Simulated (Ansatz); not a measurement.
# Sr3AgIrO6: the cost of one run

Method: DFT r²SCAN, scalar-relativistic, plane waves, PAW, in Ansatz 0.2.0.

### Step 1. Starting point

Symmetry: R-3c, No. 167, trigonal system. The conventional cell has a = 9.550 Å, b = 9.550 Å, c = 11.974 Å, α = 90.00°, β = 90.00°, γ = 120.00°. Sr (site symmetry 2) is surrounded by 8 O at 2.57 to 2.76 Å. Around Ag (site symmetry 32) lie 6 O at 2.45 Å. Ir (site symmetry -3) has 6 O at 1.99 Å as nearest neighbours. O (site symmetry 1) has 1 Ir at 1.99 Å and 1 Ag at 2.45 Å and 4 Sr at 2.57 to 2.76 Å as nearest neighbours.

Structure file:

```xyz
22
Lattice="4.7751 2.7569 3.9913 -4.7751 2.7569 3.9913 0.0000 -5.5138 3.9913" Properties=species:S:1:pos:R:3 pbc="T T T"
Sr    1.3811   -2.7569    4.9891
Sr    1.6970    2.5745    4.9891
Sr   -1.3811    2.7569    6.9848
Sr   -3.0781    0.1824    4.9891
Sr    3.0781   -0.1824    6.9848
Sr   -1.6970   -2.5745    6.9848
Ag    0.0000    0.0000    2.9935
Ag    0.0000    0.0000    8.9804
Ir    0.0000    0.0000    5.9870
Ir    4.7751   -2.7569    7.9826
O    -3.1682    2.9384    5.1463
O    -0.9607   -4.2129    5.1463
O     4.1288    1.2745    5.1463
O     1.6070   -0.1815    4.8320
O    -0.6463    1.4824    4.8320
O    -0.9607   -1.3009    4.8320
O     3.1682   -2.9384    6.8277
O     0.9607    4.2129    6.8277
O    -4.1288   -1.2745    6.8277
O    -1.6070    0.1815    7.1419
O     0.9607    1.3009    7.1419
O     0.6463   -1.4824    7.1419
```

Starting moments: Ir 0.81, -0.81 μB.

### Step 2. Bands and density of states at the final cell

input.yaml reads:

```yaml
crystal:
  lattice:
    - [4.775122117, 2.7569180397, 3.9913092013]
    - [-4.775122117, 2.7569180397, 3.9913092013]
    - [0.0, -5.5138360793, 3.9913092013]
  atoms:
    - { symbol: Sr, position: [0.3946101112, 0.1053898959, 0.7500000157] }
    - { symbol: Sr, position: [0.7500000157, 0.3946101112, 0.1053898959] }
    - { symbol: Sr, position: [0.6053898888, 0.8946101041, 0.2499999843] }
    - { symbol: Sr, position: [0.1053898959, 0.7500000157, 0.3946101112] }
    - { symbol: Sr, position: [0.8946101041, 0.2499999843, 0.6053898888] }
    - { symbol: Sr, position: [0.2499999843, 0.6053898888, 0.8946101041] }
    - { symbol: Ag, position: [0.2499999984, 0.2499999984, 0.2499999984] }
    - { symbol: Ag, position: [0.7500000016, 0.7500000016, 0.7500000016] }
    - { symbol: Ir, position: [0.5, 0.5, 0.5], spin: 0.81 }
    - { symbol: Ir, position: [1.0, 0.0, 1.0], spin: -0.81 }
    - { symbol: O, position: [0.2756936413, 0.9391638847, 0.0745092901] }
    - { symbol: O, position: [0.0745092901, 0.2756936413, 0.9391638847] }
    - { symbol: O, position: [0.9391638847, 0.0745092901, 0.2756936413] }
    - { symbol: O, position: [0.5608361097, 0.224306365, 0.4254906945] }
    - { symbol: O, position: [0.4254906945, 0.5608361097, 0.224306365] }
    - { symbol: O, position: [0.224306365, 0.4254906945, 0.5608361097] }
    - { symbol: O, position: [0.7243063587, 0.0608361153, 0.9254907099] }
    - { symbol: O, position: [0.9254907099, 0.7243063587, 0.0608361153] }
    - { symbol: O, position: [0.0608361153, 0.9254907099, 0.7243063587] }
    - { symbol: O, position: [0.4391638903, 0.775693635, 0.5745093055] }
    - { symbol: O, position: [0.775693635, 0.5745093055, 0.4391638903] }
    - { symbol: O, position: [0.5745093055, 0.4391638903, 0.775693635] }
basis:
  ecutwfc: 500
  ecutrho_ratio: 4
kpoints:
  mp_grid: { grid: [4, 4, 4] }
  band_path:
    path:
      - [[0.0, 0.0, 0.0], [0.5, 0.5, 0.5], [0.51526114, 0.48473886, 0.5]]
      - [[0.5, -0.48473886, 0.48473886], [0.5, 0.0, 0.0], [0.0, 0.0, 0.0], [0.49236943, -0.49236943, 0.0]]
      - [[0.50763057, 0.0, 0.49236943], [0.5, 0.0, 0.5], [0.0, 0.0, 0.0]]
    npoints: 10
hamiltonian:
  xc: r2scan
scf:
  occupations: { method: gaussian, width: 0.05 }
  n_extra_bands: 68
output:
  forces: true
  stress: true
  eigenvalues: true
  populations: true
  dos: { projected: true, de: 0.02, nscf_kmesh: { grid: [6, 6, 6] } }
  bader: false
magnetization:
  spin_polarized: true
checkpoint:
  read: start.run
  write: ck
  compress: false
  write_wavefunctions: false
  write_every: 100000
```

It reads its starting density from start.run, saved by an earlier run on this cell.

Run with:

```
> ansatz run input.yaml --threads 8 --pin off --max-ram 22528MiB --backend cpu --events-out ev --progress --plain --runs-dir out
```

**Question.** How long does this run take on 8 threads of Intel Xeon at 2.50GHz (Skylake/Cascade Lake), shared host, and how much memory does it need?

About 5 min, with a peak of 5.9 GiB.
